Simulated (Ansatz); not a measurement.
**CHCl₂GeNO: small, medium and large basis sets**

An exercise on one series of results from a longer session: the logs are not shown, and one member is left open.

The runs use Ansatz 0.2.0, Gaussian basis; one geometry, several basis sets.

Plan: PBE0-D4/def2-SVP; ωB97M-V/def2-SVP; PBE0-D4/def2-QZVPP; ωB97M-V/def2-QZVPP; the functionals' def2-TZVPP values are taken from earlier runs.

## The geometry

An earlier PBE0-D4 in a triple-zeta def2 set relaxation fixed the geometry.

SMILES `O=C=[N][GeH]([Cl])[Cl]`, 7 atoms, charge 0, spin multiplicity 1.

Atoms are counted from 1 here; the program's logs count them from 0.

Bond lengths: O1–C2 1.159 Å, C2–N3 1.207 Å, N3–Ge4 1.810 Å, Ge4–Cl5 2.130 Å, Ge4–Cl6 2.130 Å, Ge4–H7 1.520 Å. Angles: O1–C2–N3 175.8°, C2–N3–Ge4 136.6°, N3–Ge4–Cl5 108.8°, N3–Ge4–Cl6 108.8°, N3–Ge4–H7 109.2°, Cl5–Ge4–Cl6 108.3°, Cl5–Ge4–H7 110.9°, Cl6–Ge4–H7 110.9°.

The first run:

File in.yaml:

```yaml
crystal:
  periodic: [false, false, false]
  atoms:
    - {symbol: O, position_ang: [-0.836960, -2.804820, -0.150812]}
    - {symbol: C, position_ang: [-0.201622, -1.835047, -0.136901]}
    - {symbol: N, position_ang: [0.530950, -0.876316, -0.134193]}
    - {symbol: Ge, position_ang: [0.349666, 0.916527, 0.035055]}
    - {symbol: Cl, position_ang: [-0.929174, 1.625409, -1.514308]}
    - {symbol: Cl, position_ang: [-0.572110, 1.338372, 1.908791]}
    - {symbol: H, position_ang: [1.720550, 1.567775, -0.053333]}
basis:
  gaussian: {orbitals: def2-SVP}
hamiltonian: {xc: pbe0, dispersion: d4}
output: {orbitals: {seedname: orbitals}}
```

Run with:

```
$ ansatz run in.yaml --threads 4 --pin off --events-out ev --progress --plain --max-ram 10444MiB
```

Among the steps run: PBE0-D4 in def2-SVP; ωB97M-V in def2-SVP; PBE0-D4 in def2-QZVPP; ωB97M-V in def2-QZVPP.

One table of the session follows, with a row left open; its other results are not shown here.

It belongs to the step «Functionals by basis». 

```
functional       basis  HOMO (eV)
   PBE0-D4    def2-SVP          ?
   PBE0-D4  def2-TZVPP      -9.12
   PBE0-D4  def2-QZVPP      -9.14
   ωB97M-V    def2-SVP     -11.21
   ωB97M-V  def2-TZVPP     -11.35
   ωB97M-V  def2-QZVPP     -11.38
```

Estimate the missing values for PBE0-D4, def2-SVP.

As computed: HOMO (eV): -9.02. In the column «HOMO (eV)» it is the highest.
